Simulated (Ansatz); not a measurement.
**CH₃FOZn: a ladder of functionals and wavefunction methods**

How much do the methods differ for CH₃FOZn? The plan is to run it at one geometry with functionals of several rungs and with coupled cluster. The yardstick is the atomisation energy at the CCSD(T) limit.

Method: functionals in def2-TZVPP, the program's frozen cores in correlated methods; program: Ansatz 0.2.0, Gaussian basis.

Levels to be run: LDA (SPW92), PBE-D4, revPBE-D4, BLYP-D4, r2SCAN-D4, B97M-V, PBE0-D4, B3LYP-D4, r2SCANh-D4, r2SCAN0-D4, HSE06-D4, BHLYP-D4, CAM-B3LYP-D4, LC-ωPBE, ωB97X-V, ωB97M-V, B2PLYP, PBE-QIDH; CCSD(T)/def2-SVP; CCSD(T)/def2-TZVPP; MP2/def2-QZVPP; extrapolation to the limit; RPA on PBE.

## 1. The geometry

An earlier PBE0-D4 in a triple-zeta def2 set relaxation fixed the geometry.

7 atoms, charge 0, spin multiplicity 1.

Atoms are counted from 1 here; the program's logs count them from 0.

Bond lengths: O1–C2 1.419 Å, O1–H5 0.959 Å, C2–Zn3 1.953 Å, C2–H6 1.096 Å, C2–H7 1.092 Å, Zn3–F4 1.757 Å. Angles: C2–O1–H5 108.9°, O1–C2–Zn3 114.0°, O1–C2–H6 111.8°, O1–C2–H7 106.2°, Zn3–C2–H6 110.8°, Zn3–C2–H7 107.2°, H6–C2–H7 106.4°, C2–Zn3–F4 178.7°.

## 2. LDA

This LDA is Slater exchange with PW92 correlation.

Contents of in.yaml:

```yaml
crystal:
  periodic: [false, false, false]
  atoms:
    - {symbol: O, position_ang: [0.044222, 1.090142, -1.071850]}
    - {symbol: C, position_ang: [0.478736, 0.403968, 0.092268]}
    - {symbol: Zn, position_ang: [-0.376629, -1.332083, 0.355188]}
    - {symbol: F, position_ang: [-1.167730, -2.887438, 0.558698]}
    - {symbol: H, position_ang: [-0.847439, 1.412582, -0.927665]}
    - {symbol: H, position_ang: [0.383313, 1.024598, 0.990839]}
    - {symbol: H, position_ang: [1.546726, 0.220131, -0.043179]}
basis:
  gaussian: {orbitals: def2-TZVPP}
hamiltonian: {xc: lda}
output: {orbitals: {seedname: orbitals}}
```

Run with:

```bash
> ansatz run in.yaml --threads 4 --pin off --events-out ev --progress --plain --max-ram 10444MiB
```

Further steps of the session: PBE-D4 (GGA); revPBE-D4 (GGA); BLYP-D4 (GGA); r2SCAN-D4 (meta-GGA); B97M-V (meta-GGA); PBE0-D4 (hybrid); B3LYP-D4 (hybrid); r2SCANh-D4 (hybrid); r2SCAN0-D4 (hybrid); HSE06-D4 (hybrid); BHLYP-D4 (hybrid); CAM-B3LYP-D4 (range-separated); LC-ωPBE (range-separated); ωB97X-V (range-separated); ωB97M-V (range-separated); B2PLYP (double hybrid); PBE-QIDH (double hybrid); CCSD(T) in def2-SVP; CCSD(T) in def2-TZVPP; MP2 in def2-QZVPP; RPA on PBE orbitals.

Before running them: what should the planned runs give, taken together? Wanted: atomisation energy, CCSD(T)/CBS; farthest beyond LDA; mean size of error, GGA; mean size of error, meta-GGA; mean size of error, hybrid; mean size of error, range-separated; mean size of error, double hybrid; gap, smallest and largest; T1 diagnostic.

As calculated:

| quantity | value |
| --- | --- |
| atomisation energy, CCSD(T)/CBS | 2278.1 kJ/mol |
| functionals within 11.4 kJ/mol (0.5 %) | CAM-B3LYP-D4, ωB97X-V, ωB97M-V |
| farthest beyond LDA | BHLYP-D4 (-134.1 kJ/mol) |
| mean size of error, GGA | 30.4 kJ/mol |
| mean size of error, meta-GGA | 18.4 kJ/mol |
| mean size of error, hybrid | 44.4 kJ/mol |
| mean size of error, range-separated | 8.2 kJ/mol |
| mean size of error, double hybrid | 33.0 kJ/mol |
| gap, smallest and largest | 4.39 eV (BLYP-D4), 11.29 eV (LC-ωPBE) |
| T1 diagnostic | 0.0157 |
| triples share of the correlation energy | 3.2 % |

**Reading.** The LDA atomisation energy is off by 402.5 kJ/mol (18 %): it overbinds. PBE-D4 misses by +58.1 kJ/mol. Double hybrids carry the basis error of their MP2 part in triple zeta, and no dispersion term here, so their miss is partly the set-up's. Taken by rung, range-separated functionals do best (8.2 kJ/mol on average) and hybrid ones worst beyond LDA (44.4 kJ/mol). The mean of the hybrids holds BHLYP, with half exact exchange. The reference freezes the cores and leaves out relativity and excitations past (T), so misses under about 11.4 kJ/mol can't be ranked. Hartree-Fock recovers 68 % of the binding; the rest is correlation. CCSD(T) in def2-SVP is off by -167.1 kJ/mol, which most functionals beat. Orbital gaps span 4.4 to 11.3 eV; exact exchange widens them. For Zn the d shell is correlated and the shells below it are frozen.
